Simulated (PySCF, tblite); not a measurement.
# C7H12OSSi: geometry, infrared bands and NMR shifts

Wanted: the infrared bands and NMR shifts of C7H12OSSi (`C=C1[C@@H](C2CC2)CS[Si@@H]1O`), by calculation.

Computed with tblite 0.8.0 and PySCF 2.14.0, with density-fitted response routines of our own, on a single molecule in the gas phase. Atoms count from 0, in the outputs and in this text.

**1. Starting geometry**

22 atoms, charge 0, multiplicity 1; geometry from: force field or distance geometry start.

Bonds of the start (Å): C0–C1 1.35, C1–C2 1.52, C2–C3 1.54, C3–C4 1.52, C4–C5 1.50, C2–C6 1.54, C6–S7 1.83, S7–Si8 2.13, Si8–O9 1.64, Si8–C1 1.86, C5–C3 1.51, C0–H10 1.08, C0–H11 1.10, C2–H12 1.11, C3–H13 1.08, C4–H14 1.09, C4–H15 1.09, C5–H16 1.09, C5–H17 1.08, C6–H18 1.10, C6–H19 1.09, Si8–H20 1.48, O9–H21 0.97.

**2. Relaxing the molecule with GFN2-xTB**

The job: settings as JSON, then the geometry in Å.

```
{"job": {"kind": "relax", "xc": "GFN2-xTB", "basis": "xTB"}, "charge": 0, "multiplicity": 1}
C      1.502600     1.243000     0.995300
C      1.121200     0.410600     0.004100
C     -0.157600    -0.409500     0.039500
C     -1.322300     0.282900    -0.687300
C     -2.743300     0.026900    -0.226500
C     -2.108400     1.366400     0.006700
C      0.086100    -1.822500    -0.534200
S      1.101600    -1.742700    -2.053300
Si     2.163800     0.009300    -1.480800
O      3.689100    -0.466300    -1.096400
H      2.432400     1.787900     0.970300
H      0.852200     1.413300     1.860700
H     -0.470300    -0.543000     1.096000
H     -1.151000     0.387300    -1.748100
H     -3.511000    -0.028000    -0.997400
H     -2.924300    -0.608300     0.636100
H     -1.846100     1.633100     1.032600
H     -2.435400     2.201200    -0.591800
H      0.639700    -2.422400     0.206900
H     -0.847200    -2.345400    -0.741900
H      2.122900     1.064100    -2.522000
H      3.794800    -1.418400    -0.974600
```

The run is started by

```bash
OMP_NUM_THREADS=1 python probes_run.py task.json out
```

This one command runs all jobs of the session in turn.

Log:

```text
step      E/eV     max force
  0    -820.86085    1.375
  1    -820.92127    1.009
  2    -820.94714    0.336
  3    -820.96299    0.433
  4    -820.98182    0.364
  5    -820.99217    0.234
  6    -821.00282    0.236
  7    -821.01002    0.222
  8    -821.01641    0.221
  9    -821.02158    0.178
 10    -821.02643    0.161
 11    -821.03092    0.160
 12    -821.03468    0.157
 13    -821.03748    0.159
 14    -821.03935    0.109
 15    -821.04043    0.081
 16    -821.04117    0.088
 17    -821.04181    0.064
 18    -821.04238    0.065
 19    -821.04291    0.056
 20    -821.04343    0.073
 21    -821.04400    0.074
 22    -821.04465    0.064
 23    -821.04533    0.063
 24    -821.04603    0.072
 25    -821.04679    0.072
 26    -821.04766    0.084
 27    -821.04862    0.089
 28    -821.04944    0.066
 29    -821.05009    0.070
 30    -821.05062    0.060
 31    -821.05116    0.070
 32    -821.05173    0.066
 33    -821.05239    0.060
 34    -821.05298    0.056
 35    -821.05354    0.049
 36    -821.05408    0.055
 37    -821.05459    0.052
 38    -821.05498    0.044
 39    -821.05533    0.051
 40    -821.05570    0.045
 41    -821.05624    0.058
 42    -821.05681    0.055
 43    -821.05732    0.047
 44    -821.05777    0.043
 45    -821.05822    0.045
 46    -821.05872    0.053
 47    -821.05925    0.051
 48    -821.05973    0.051
 49    -821.06016    0.044
 50    -821.06052    0.039
 51    -821.06079    0.031
 52    -821.06098    0.036
 53    -821.06117    0.037
 54    -821.06141    0.035
 55    -821.06178    0.042
 56    -821.06218    0.048
 57    -821.06258    0.061
 58    -821.06293    0.051
 59    -821.06326    0.042
 60    -821.06355    0.038
 61    -821.06377    0.037
 62    -821.06393    0.033
 63    -821.06408    0.033
 64    -821.06426    0.042
 65    -821.06447    0.041
 66    -821.06465    0.029
 67    -821.06481    0.026
 68    -821.06497    0.030
 69    -821.06514    0.038
 70    -821.06532    0.034
 71    -821.06550    0.025
 72    -821.06565    0.026
 73    -821.06580    0.035
 74    -821.06598    0.035
 75    -821.06616    0.030
 76    -821.06632    0.026
 77    -821.06647    0.026
 78    -821.06662    0.035
 79    -821.06675    0.030
 80    -821.06683    0.017
 81    -821.06691    0.022
 82    -821.06699    0.027
 83    -821.06710    0.033
 84    -821.06722    0.032
 85    -821.06732    0.023
 86    -821.06740    0.027
 87    -821.06747    0.025
 88    -821.06755    0.026
 89    -821.06763    0.028
 90    -821.06770    0.019
 91    -821.06774    0.016
 92    -821.06777    0.014
 93    -821.06780    0.012
 94    -821.06783    0.013
 95    -821.06788    0.018
 96    -821.06793    0.018
 97    -821.06798    0.017
 98    -821.06802    0.015
 99    -821.06807    0.019
100    -821.06812    0.021
101    -821.06815    0.015
102    -821.06818    0.011
103    -821.06821    0.015
104    -821.06826    0.022
105    -821.06834    0.031
106    -821.06842    0.026
107    -821.06847    0.014
108    -821.06849    0.014
109    -821.06852    0.015
110    -821.06855    0.023
111    -821.06860    0.022
112    -821.06863    0.017
113    -821.06865    0.011
114    -821.06866    0.009
```

Wall time 2.2 s (1 thread of Arm Neoverse N1, shared host); peak memory 0.18 GiB.

The steps of the relaxation: (not every step is listed)

```
step  energy from step 0 (eV)  largest force (eV/Å)
   0                   0.0000                1.3754
   1                  -0.0604                1.0091
   2                  -0.0863                0.3358
   3                  -0.1021                0.4328
   4                  -0.1210                0.3637
   5                  -0.1313                0.2338
   6                  -0.1420                0.2359
   7                  -0.1492                0.2223
   8                  -0.1556                0.2212
  18                  -0.1815                0.0655
  28                  -0.1886                0.0664
  38                  -0.1941                0.0440
  48                  -0.1989                0.0514
  58                  -0.2021                0.0505
  68                  -0.2041                0.0299
  78                  -0.2058                0.0352
  88                  -0.2067                0.0257
  98                  -0.2072                0.0153
 108                  -0.2076                0.0139
 109                  -0.2077                0.0149
 110                  -0.2077                0.0234
 111                  -0.2077                0.0225
 112                  -0.2078                0.0175
 113                  -0.2078                0.0110
 114                  -0.2078                0.0086
```

Distances of close pairs at the start and the end, largest changes first:

```
   bond  before (Å)  after (Å)  change (Å)
Si8–H20       1.483      1.450      -0.033
 C1–Si8       1.858      1.885      +0.026
  C0–C1       1.349      1.324      -0.025
 S7–Si8       2.127      2.152      +0.025
 Si8–O9       1.643      1.621      -0.022
  C2–C3       1.538      1.516      -0.021
  C3–C4       1.516      1.498      -0.017
 C0–H11       1.096      1.080      -0.016
```

The final coordinates are the input of the step that follows.

**3. Harmonic vibrations with GFN2-xTB**

The job: settings as JSON, then the geometry in Å.

```
{"job": {"kind": "ir", "xc": "GFN2-xTB", "basis": "xTB"}, "charge": 0, "multiplicity": 1}
C      1.514018     1.069375     1.087250
C      1.087798     0.295390     0.100761
C     -0.206959    -0.470442     0.152693
C     -1.254333     0.255613    -0.669090
C     -2.707128     0.101774    -0.335882
C     -2.010911     1.403534    -0.076055
C      0.018787    -1.878092    -0.398546
S      0.992448    -1.862876    -1.954096
Si     2.003956    -0.014611    -1.516797
O      3.616981    -0.144634    -1.416697
H      2.435916     1.620510     1.007331
H      0.965061     1.190888     2.009327
H     -0.561324    -0.557656     1.186010
H     -0.995712     0.325218    -1.719153
H     -3.418030     0.049180    -1.146056
H     -2.973711    -0.510048     0.513075
H     -1.803696     1.672352     0.948834
H     -2.242520     2.249122    -0.705261
H      0.571308    -2.489957     0.315601
H     -0.925148    -2.368498    -0.630909
H      1.830203     0.957190    -2.578178
H      4.052585    -0.873949    -0.980503
```

Log:

```text
mode    cm-1     km/mol
  1      42.6      0.40
  2      58.6      0.20
  3      86.2      2.65
  4     127.8      0.41
  5     145.1      7.52
  6     184.9     30.65
  7     230.7     56.76
  8     244.5     47.56
  9     273.7      3.02
 10     301.2      5.24
 11     339.6      7.12
 12     420.9      3.12
 13     494.2     32.44
 14     505.8     26.60
 15     566.5     87.77
 16     613.4     22.78
 17     649.7    110.64
 18     680.2     19.69
 19     699.8     11.37
 20     710.6      0.36
 21     790.1    392.03
 22     794.4     13.73
 23     841.7      0.30
 24     860.0      3.62
 25     898.5     31.89
 26     914.9     19.03
 27     919.3    206.90
 28     961.7      0.42
 29     995.1      3.36
 30    1013.6      2.29
 31    1054.2      1.11
 32    1070.6      0.17
 33    1077.7      1.07
 34    1089.0      1.09
 35    1105.3      0.28
 36    1154.3      0.01
 37    1173.5      4.34
 38    1211.2     10.10
 39    1225.1      0.06
 40    1243.7      2.16
 41    1265.1      0.93
 42    1268.1     10.20
 43    1395.6      0.72
 44    1420.2      1.18
 45    1442.6      0.02
 46    1457.3      1.02
 47    1493.5      0.82
 48    1690.5      7.51
 49    2369.6    218.41
 50    2921.0     35.91
 51    2969.5     24.67
 52    3005.6     10.45
 53    3042.9     28.87
 54    3068.8     41.08
 55    3086.2     16.45
 56    3089.8     17.50
 57    3092.9     18.15
 58    3109.0     57.81
 59    3112.2     33.19
 60    3641.4     37.96
```

Run time: 2.3 s. Hardware: 1 thread of Arm Neoverse N1, shared host; peak memory 0.18 GiB.

The strongest bands and the atoms that carry them (share of the mass-weighted mode):

```
cm⁻¹  km/mol                                   atoms
 231    56.8              H21 29 %, O9 17 %, C6 11 %
 244    47.6             H21 26 %, O9 17 %, Si8 11 %
 566    87.8                                H20 54 %
 650   110.6             H20 31 %, Si8 19 %, C0 11 %
 790   392.0             H21 68 %, O9 11 %, H20 11 %
 919   206.9                       O9 40 %, Si8 34 %
2370   218.4                                H20 97 %
3109    57.8  H14 28 %, H17 26 %, H16 17 %, H15 13 %
```

**4. NMR shieldings: PBE0/pcSseg-1**

Same as in step 3 but for these lines:

```diff
@@ -1,2 +1,2 @@
-{"job": {"kind": "ir", "xc": "GFN2-xTB", "basis": "xTB"}, "charge": 0, "multiplicity": 1}
+{"job": {"kind": "nmr", "xc": "PBE0", "basis": "pcSseg-1"}, "charge": 0, "multiplicity": 1}
 C      1.514018     1.069375     1.087250
```

Level: GIAO PBE0/pcSseg-1 NMR shielding, non-relativistic, gas phase.

Log:

```text
coarse grid: 19376 points
cycle   1  E = -1035.9701957364  dE =  1.525e+00  |g| = 7.742e-01  |ddm| = 4.415e+00
cycle   2  E = -1035.8622561084  dE =  1.079e-01  |g| = 1.101e+00  |ddm| = 1.602e+00
cycle   3  E = -1036.0882261263  dE = -2.260e-01  |g| = 1.257e-01  |ddm| = 1.076e+00
cycle   4  E = -1036.0914775715  dE = -3.251e-03  |g| = 4.275e-02  |ddm| = 1.697e-01
cycle   5  E = -1036.0918566210  dE = -3.790e-04  |g| = 1.633e-02  |ddm| = 5.456e-02
cycle   6  E = -1036.0919146881  dE = -5.807e-05  |g| = 6.172e-03  |ddm| = 2.143e-02
cycle   7  E = -1036.0919240267  dE = -9.339e-06  |g| = 1.060e-03  |ddm| = 6.378e-03
final grid: 177800 points
cycle   8  E = -1036.1650888518  dE = -6.012e-05  |g| = 1.140e-02  |ddm| = 5.010e-02
cycle   9  E = -1036.1650655931  dE =  2.326e-05  |g| = 1.520e-02  |ddm| = 2.635e-02
cycle  10  E = -1036.1651194709  dE = -5.388e-05  |g| = 1.727e-03  |ddm| = 1.670e-02
cycle  11  E = -1036.1651201099  dE = -6.390e-07  |g| = 4.054e-04  |ddm| = 1.962e-03
cycle  12  E = -1036.1651201468  dE = -3.682e-08  |g| = 1.552e-04  |ddm| = 5.406e-04
cycle  13  E = -1036.1651201521  dE = -5.387e-09  |g| = 4.713e-05  |ddm| = 1.715e-04
cycle  14  E = -1036.1651201527  dE = -5.261e-10  |g| = 8.199e-06  |ddm| = 6.640e-05
converged SCF energy = -1036.1651201527

GIAO shielding tensors (ppm)
atom      isotropic    diamagn.    paramagn.     s11        s22        s33       span
  0 C       56.034     253.324    -197.291    -55.135     62.855    160.382    215.517
  1 C       24.143     266.984    -242.840    -81.696      7.418    146.708    228.405
  2 C      126.768     243.707    -116.939    112.182    123.588    144.535     32.353
  3 C      167.187     249.717     -82.529    130.141    161.247    210.174     80.033
  4 C      178.329     256.060     -77.730    149.135    177.338    208.515     59.379
  5 C      180.720     252.364     -71.644    151.647    177.009    213.505     61.858
  6 C      146.430     249.769    -103.338    119.820    154.254    165.217     45.396
  7 S      628.393    1058.327    -429.934    517.330    621.139    746.709    229.378
  8 Si     351.910     878.934    -527.024    299.127    355.635    400.967    101.840
  9 O      289.706     384.108     -94.403    256.318    296.530    316.268     59.950
 10 H       25.970      30.619      -4.649     22.822     24.160     30.928      8.106
 11 H       25.644      32.993      -7.349     21.671     24.558     30.702      9.031
 12 H       30.439      35.347      -4.908     27.120     29.484     34.713      7.593
 13 H       30.698      32.928      -2.230     22.858     32.205     37.030     14.171
 14 H       31.183      30.968       0.215     25.495     26.400     41.655     16.160
 15 H       31.571      32.835      -1.264     26.356     28.881     39.476     13.120
 16 H       31.665      32.690      -1.025     26.301     28.929     39.765     13.463
 17 H       31.308      30.834       0.474     25.617     26.668     41.640     16.023
 18 H       28.451      32.171      -3.720     21.865     27.843     35.646     13.781
 19 H       28.812      32.008      -3.197     23.107     28.060     35.268     12.161
 20 H       26.118      28.939      -2.820     21.723     25.259     31.373      9.650
 21 H       30.013      30.495      -0.482     22.091     25.082     42.865     20.774
```

Run time: 2 min. Hardware: 1 thread of Arm Neoverse N1, shared host; peak memory 1.1 GiB.

Shifts follow as δ = σ(reference) − σ, with reference shieldings (ppm) from runs at the same level and on the same kind of geometry: 1H TMS 31.72, 13C TMS 186.9, 29Si TMS 349.2, 17O H2O 336.1, 33S CS2 504. The references are single molecules in the gas phase, so shifts against H2O, NH3, PH3, H3PO4 or CFCl3 are not on the usual liquid scales and can be off by tens of ppm.

```
atoms                                                    environment  σ (ppm)  δ (ppm)  δ scaled to CDCl3
   C1                                fully substituted alkene carbon     24.1    162.8              157.0
   C0                                           terminal =CH2 carbon     56.0    130.9              125.8
   C2                                                 allylic sp3 CH    126.8     60.2               56.8
   C6                                            sp3 CH2 bonded to S    146.4     40.5               33.2
   C3                                     three-membered-ring carbon    167.2     19.7               17.3
   C4                                     three-membered-ring carbon    178.3      8.6                6.5
   C5                                     three-membered-ring carbon    180.7      6.2                4.1
  H11                             hydrogen on a terminal =CH2 carbon    25.64     6.07               5.83
  H10                             hydrogen on a terminal =CH2 carbon    25.97     5.75               5.52
  H20  hydrogen on a silicon bonded to C, O, S, in a 5-membered ring    26.12     5.60                  –
  H18                             hydrogen on an sp3 CH2 bonded to S    28.45     3.27               3.18
  H19                             hydrogen on an sp3 CH2 bonded to S    28.81     2.91               2.84
  H21                             hydrogen on an oxygen bonded to Si    30.01     1.70                  –
  H12                                  hydrogen on an allylic sp3 CH    30.44     1.28               1.31
  H13                       hydrogen on a three-membered-ring carbon    30.70     1.02               1.07
  H14                       hydrogen on a three-membered-ring carbon    31.18     0.53               0.61
  H17                       hydrogen on a three-membered-ring carbon    31.31     0.41               0.49
  H15                       hydrogen on a three-membered-ring carbon    31.57     0.15               0.24
  H16                       hydrogen on a three-membered-ring carbon    31.67     0.05               0.15
   S7                   sulfur bonded to C, Si, in a 5-membered ring      628     -125                  –
  Si8             silicon bonded to C, O, S, H, in a 5-membered ring    351.9     -2.8                  –
   O9                                         oxygen bonded to Si, H    289.7     46.4                  –
```

The scaled column applies a straight-line fit of computed shieldings to shifts measured in CDCl3, with any fitted terms for Cl, Br or S neighbours (root-mean-square error 0.16 ppm for H, 1.9 ppm for C).

The run also stored atomic charges by several schemes (e):

```
atoms  Mulliken    IAO  Hirshfeld  ESP fit
   C0     -0.06  -0.29      -0.09    -0.38
   C1     -0.49  -0.28      -0.09    -0.08
   C2     -0.25  -0.10      -0.03    -0.49
   C3     -0.22  -0.13      -0.04     0.17
   C4     -0.18  -0.30      -0.09    -0.23
   C5     -0.17  -0.29      -0.09    -0.42
   C6     -0.20  -0.33      -0.07    -0.15
   S7     -0.32  -0.23      -0.12    -0.36
  Si8      0.96   1.04       0.38     0.79
   O9     -0.54  -0.78      -0.30    -0.68
```

Mayer bond orders: C0–C1 2.00, C1–C2 0.96, C2–C3 0.95, C3–C4 0.96, C4–C5 0.98, C2–C6 1.02, C6–S7 0.98, S7–Si8 0.95, Si8–O9 1.08, Si8–C1 0.81, C5–C3 0.96.

Ring of atoms C1, C2, C6, S7, Si8: NICS(0) -5.0, NICS(1) -3.6, NICS(1)zz -2.4 ppm (means of both faces).

Ring of atoms C3, C4, C5: NICS(0) -43.5, NICS(1) -8.7, NICS(1)zz -21.7 ppm (means of both faces).

In rings of three or four atoms NICS is ruled by the nearby σ bonds, so it says little on aromaticity.

**5. Results**

| quantity | value |
| --- | --- |
| strongest single infrared mode (GFN2-xTB) | 790 cm⁻¹, 392 km/mol |
| zero-point energy (GFN2-xTB) | 108.2 kcal/mol |
| 13C shifts against TMS (PBE0/pcSseg-1) | 162.8, 130.9, 60.2, 40.5, 19.7, 8.6, 6.2 ppm |
| 1H shifts against TMS (PBE0/pcSseg-1) | 6.07, 5.75, 5.60, 3.27, 2.91, 1.70, 1.28, 1.02, 0.53, 0.41, 0.15, 0.05 ppm |
| 33S shifts against CS2 (PBE0/pcSseg-1) | -125 ppm |
| 29Si shifts against TMS (PBE0/pcSseg-1) | -2.8 ppm |
| 17O shifts against H2O (PBE0/pcSseg-1) | 46.4 ppm |

What this shows: The optimisation took 114 steps and gained 0.208 eV; among the close pairs (by a distance rule), Si8–H20 changed most, from 1.483 to 1.450 Å. All 60 modes are real, so the xTB geometry is a minimum. The strongest single mode, at 790 cm⁻¹, moves mainly H21. GFN2-xTB is a fitted tight-binding method: band positions and strengths are rough. Its intensities can rank the bands wrongly. C1 (fully substituted alkene carbon) lies farthest downfield among carbon, at 162.8 ppm; an sp2 carbon of a C=C bond.
